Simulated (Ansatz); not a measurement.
**C2H7InO2S: a ladder of functionals and wavefunction methods**

One table from this session's results is given with a row withheld; the runs are named, their logs left out.

Method: functionals in def2-TZVPP, the program's frozen cores in correlated methods; program: Ansatz 0.2.0, Gaussian basis.

Plan: LDA (SPW92), PBE-D4, revPBE-D4, BLYP-D4, r2SCAN-D4, B97M-V, PBE0-D4, B3LYP-D4, r2SCANh-D4, r2SCAN0-D4, HSE06-D4, BHLYP-D4, CAM-B3LYP-D4, LC-ωPBE, ωB97X-V, ωB97M-V, B2PLYP, PBE-QIDH; CCSD(T)/def2-SVP; CCSD(T)/def2-TZVPP; MP2/def2-QZVPP; extrapolation to the limit; RPA on PBE.

## The relaxed structure

All runs share one geometry, relaxed beforehand with PBE0-D4 in a triple-zeta def2 set. In takes the def2 core potential; no spin-orbit term is included.

SMILES `C[O][In]([SH])[O]C`, 13 atoms, charge 0, spin multiplicity 1.

Atoms are counted from 1 here; the program's logs count them from 0.

Bond lengths: C1–O2 1.409 Å, C1–H7 1.097 Å, C1–H8 1.095 Å, C1–H9 1.097 Å, O2–In3 1.966 Å, In3–S4 2.362 Å, In3–O5 1.982 Å, S4–H10 1.345 Å, O5–C6 1.402 Å, C6–H11 1.095 Å, C6–H12 1.099 Å, C6–H13 1.099 Å. Angles: O2–C1–H7 111.7°, O2–C1–H8 108.1°, O2–C1–H9 113.4°, H7–C1–H8 107.8°, H7–C1–H9 107.7°, H8–C1–H9 107.9°, C1–O2–In3 121.1°, O2–In3–S4 123.3°, O2–In3–O5 114.0°, S4–In3–O5 122.8°, In3–S4–H10 92.0°, In3–O5–C6 122.0°, O5–C6–H11 108.4°, O5–C6–H12 113.0°, O5–C6–H13 112.8°, H11–C6–H12 107.3°, H11–C6–H13 107.3°, H12–C6–H13 107.8°.

The first run:

Input file in.yaml:

```yaml
crystal:
  periodic: [false, false, false]
  atoms:
    - {symbol: C, position_ang: [0.789556, -1.975513, 1.803954]}
    - {symbol: O, position_ang: [1.243881, -1.835269, 0.477737]}
    - {symbol: In, position_ang: [0.622888, -0.355524, -0.658115]}
    - {symbol: S, position_ang: [1.424911, 0.021389, -2.847386]}
    - {symbol: O, position_ang: [-0.770793, 0.774712, 0.182716]}
    - {symbol: C, position_ang: [-1.353154, 1.859548, -0.488617]}
    - {symbol: H, position_ang: [1.340564, -1.323520, 2.493179]}
    - {symbol: H, position_ang: [0.959157, -3.011734, 2.114696]}
    - {symbol: H, position_ang: [-0.279078, -1.759259, 1.922531]}
    - {symbol: H, position_ang: [0.618681, 1.085513, -3.011331]}
    - {symbol: H, position_ang: [-2.123634, 2.293721, 0.157596]}
    - {symbol: H, position_ang: [-1.842037, 1.570004, -1.429701]}
    - {symbol: H, position_ang: [-0.630931, 2.655942, -0.717259]}
basis:
  gaussian: {orbitals: def2-TZVPP}
hamiltonian: {xc: lda}
output: {orbitals: {seedname: orbitals}}
```

The run is started by

```
ansatz run in.yaml --threads 2 --pin off --events-out ev --progress --plain --max-ram 22528MiB --backend cuda --devices 0, --max-vram 18GiB
```

Among the steps run: LDA; PBE-D4 (GGA); revPBE-D4 (GGA); BLYP-D4 (GGA); r2SCAN-D4 (meta-GGA); B97M-V (meta-GGA); B3LYP-D4 (hybrid); r2SCANh-D4 (hybrid); r2SCAN0-D4 (hybrid); HSE06-D4 (hybrid); BHLYP-D4 (hybrid); CAM-B3LYP-D4 (range-separated); LC-ωPBE (range-separated); ωB97X-V (range-separated); ωB97M-V (range-separated); B2PLYP (double hybrid); PBE-QIDH (double hybrid).

One table of the session follows, with a row left open; its other results are not shown here.

| functional | HOMO (eV) | LUMO (eV) | gap (eV) |
| --- | --- | --- | --- |
| LDA (SPW92) | -6.23 | -2.95 | 3.28 |
| PBE-D4 | -6.07 | -2.64 | 3.43 |
| revPBE-D4 | -6.00 | -2.51 | 3.49 |
| BLYP-D4 | -5.97 | -2.59 | 3.38 |
| r2SCAN-D4 | -6.38 | -2.43 | 3.95 |
| B97M-V | -6.49 | -2.53 | 3.96 |
| PBE0-D4 | -7.59 | -1.76 | 5.84 |
| B3LYP-D4 | ? | ? | ? |
| r2SCANh-D4 | -6.95 | -2.12 | 4.84 |
| r2SCAN0-D4 | -7.82 | -1.64 | 6.18 |
| HSE06-D4 | -7.19 | -2.13 | 5.06 |
| BHLYP-D4 | -8.89 | -0.89 | 8.00 |
| CAM-B3LYP-D4 | -9.01 | -0.81 | 8.21 |
| LC-ωPBE | -10.37 | 0.51 | 10.88 |
| ωB97X-V | -10.04 | 0.30 | 10.34 |
| ωB97M-V | -9.93 | 0.12 | 10.06 |

**Question.** Estimate the row for B3LYP-D4.

Worked estimate for «HOMO (eV)». Against the share of exact exchange, BLYP-D4 (0, -5.97), BHLYP-D4 (0.5, -8.89) give a slope of -5.84 per unit share; at 0.2 the line stands at -7.14.

As computed: HOMO (eV): -7.35; LUMO (eV): -2.07; gap (eV): 5.28. In «HOMO (eV)» the line misses by +0.21.

To keep in mind: All levels share the lack of spin-orbit coupling, which lowers the free heavy atoms and so the true binding.
